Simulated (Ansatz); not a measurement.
HfIn4SiO6:

```
CELL_PARAMETERS angstrom
5.27743 0.00000 0.00000
-2.63872 4.57039 0.00000
0.00000 0.00000 10.55905
ATOMIC_POSITIONS crystal
Hf 0.66667 0.33333 0.00000
In 0.00000 0.00000 0.30446
In 0.00000 0.00000 0.69554
In 0.33333 0.66667 0.78919
In 0.33333 0.66667 0.21081
Si 0.00000 0.00000 0.00000
O 0.97300 0.70496 0.89972
O 0.29504 0.02700 0.10028
O 0.29504 0.26804 0.89972
O 0.73196 0.70496 0.10028
O 0.73196 0.02700 0.89972
O 0.97300 0.26804 0.10028
```

The cell was built by a generator and needn't be a form met in nature.

Base run:

| Quantity | Value |
| --- | --- |
| Program | Ansatz 0.2.0 |
| Functional | PBE |
| Potentials or basis | Ansatz PAW |
| Cutoff | 420 eV (not typed: the program's choice for these potentials) |
| k mesh | 6 × 6 × 3 |
| Occupations | fermi-dirac, width 0.05 eV |
| Spin | no spin polarisation |
| Hubbard terms | Hf d U = 6 eV |

Its results: band gap on the k mesh none (metal or under the smearing width); pressure 1.1 GPa; largest force 0.404 eV/Å.

Task: The run is repeated on the same cell with these changes: hubbard terms from Hf d U = 6 eV to Hf d U = 2 eV. What comes out?

Result: Band gap on the k mesh none (metal or under the smearing width); pressure 0.3 GPa; largest force 0.120 eV/Å.

Caveats: U without spin polarisation on a metal has little footing.
